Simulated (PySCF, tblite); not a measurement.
# C7H14OSi: geometry, infrared bands and NMR shifts

Wanted: the infrared bands and NMR shifts of C7H14OSi (`C=CO/C=C\[C@H](C)[SiH2]C`), by calculation.

Computed with tblite 0.8.0 and PySCF 2.14.0, with density-fitted response routines of our own, on a single molecule in the gas phase. Atoms are numbered from 0 throughout.

### Step 1. The starting structure

23 atoms, charge 0, multiplicity 1; geometry from: force field or distance geometry start.

Bonds of the start (Å): C0–C1 1.32, C1–O2 1.39, O2–C3 1.43, C3–C4 1.31, C4–C5 1.48, C5–C6 1.50, C5–Si7 1.88, Si7–C8 1.85, C0–H9 1.08, C0–H10 1.09, C1–H11 1.09, C3–H12 1.06, C4–H13 1.10, C5–H14 1.10, C6–H15 1.11, C6–H16 1.12, C6–H17 1.10, Si7–H18 1.47, Si7–H19 1.46, C8–H20 1.12, C8–H21 1.12, C8–H22 1.12.

### Step 2. Geometry optimisation with GFN2-xTB

Job settings and geometry (Å):

```
{"job": {"kind": "relax", "xc": "GFN2-xTB", "basis": "xTB"}, "charge": 0, "multiplicity": 1}
C      3.894900     0.318200     0.480000
C      3.345700    -0.839700     0.151400
O      1.977000    -1.061000     0.127900
C      1.309000    -0.318900    -0.890100
C      0.065900     0.073600    -0.752900
C     -0.786900    -0.187300     0.427600
C     -0.782000    -1.622700     0.872100
Si    -2.530700     0.196300    -0.151400
C     -2.742800     2.024900    -0.349200
H      4.967300     0.404900     0.490800
H      3.302600     1.197100     0.736900
H      4.018600    -1.659600    -0.077900
H      1.847500    -0.086900    -1.778700
H     -0.340200     0.637900    -1.611500
H     -0.572900     0.471500     1.284700
H     -0.655900    -1.727300     1.972400
H     -1.785000    -2.053700     0.640100
H     -0.028900    -2.260000     0.377100
H     -3.514500    -0.313500     0.818700
H     -2.720500    -0.482500    -1.434300
H     -3.801700     2.365100    -0.269500
H     -2.266900     2.428600    -1.279100
H     -2.204400     2.522100     0.497800
```

Run with:

```sh
$ OMP_NUM_THREADS=1 python probes_run.py task.json out
```

This one command runs all jobs of the session in turn.

**Question.** This job is followed by: GFN2-xTB harmonic vibrations, gas phase; GIAO PBE0/pcSseg-1 NMR shielding, non-relativistic, gas phase. What will the session give for the following? strongest single infrared mode (GFN2-xTB); zero-point energy (GFN2-xTB); ¹³C shifts against TMS (PBE0/pcSseg-1); ¹H shifts against TMS (PBE0/pcSseg-1, means over atoms taken as alike); ¹⁷O shifts against H2O (PBE0/pcSseg-1); ²⁹Si shifts against TMS (PBE0/pcSseg-1).

The runs gave:

| quantity | value |
| --- | --- |
| strongest single infrared mode (GFN2-xTB) | 2198 cm⁻¹, 478 km/mol |
| zero-point energy (GFN2-xTB) | 116.8 kcal/mol |
| ¹³C shifts against TMS (PBE0/pcSseg-1) | 157.1, 142.6, 124.3, 90.8, 21.7, 19.2, -7.8 ppm |
| ¹H shifts against TMS (PBE0/pcSseg-1, means over atoms taken as alike) | 6.72, 6.62, 4.92, 4.40, 4.35, 4.21, 3.83, 2.45, 1.23, 0.15 ppm |
| ¹⁷O shifts against H2O (PBE0/pcSseg-1) | 187.7 ppm |
| ²⁹Si shifts against TMS (PBE0/pcSseg-1) | -35.2 ppm |

What this shows: Over 241 steps the energy fell by 0.999 eV; of the close pairs, O2–C3 changed most, 1.426 to 1.372 Å. All 63 modes are real, so the xTB geometry is a minimum. The strongest single mode, at 2198 cm⁻¹, moves mainly H18 and H19. GFN2-xTB is a fitted tight-binding method: band positions and strengths are rough. Its intensities can rank the bands wrongly. At PBE0/pcSseg-1: The widest tensor belongs to O2: span 229 ppm, with a paramagnetic part of -256 ppm.
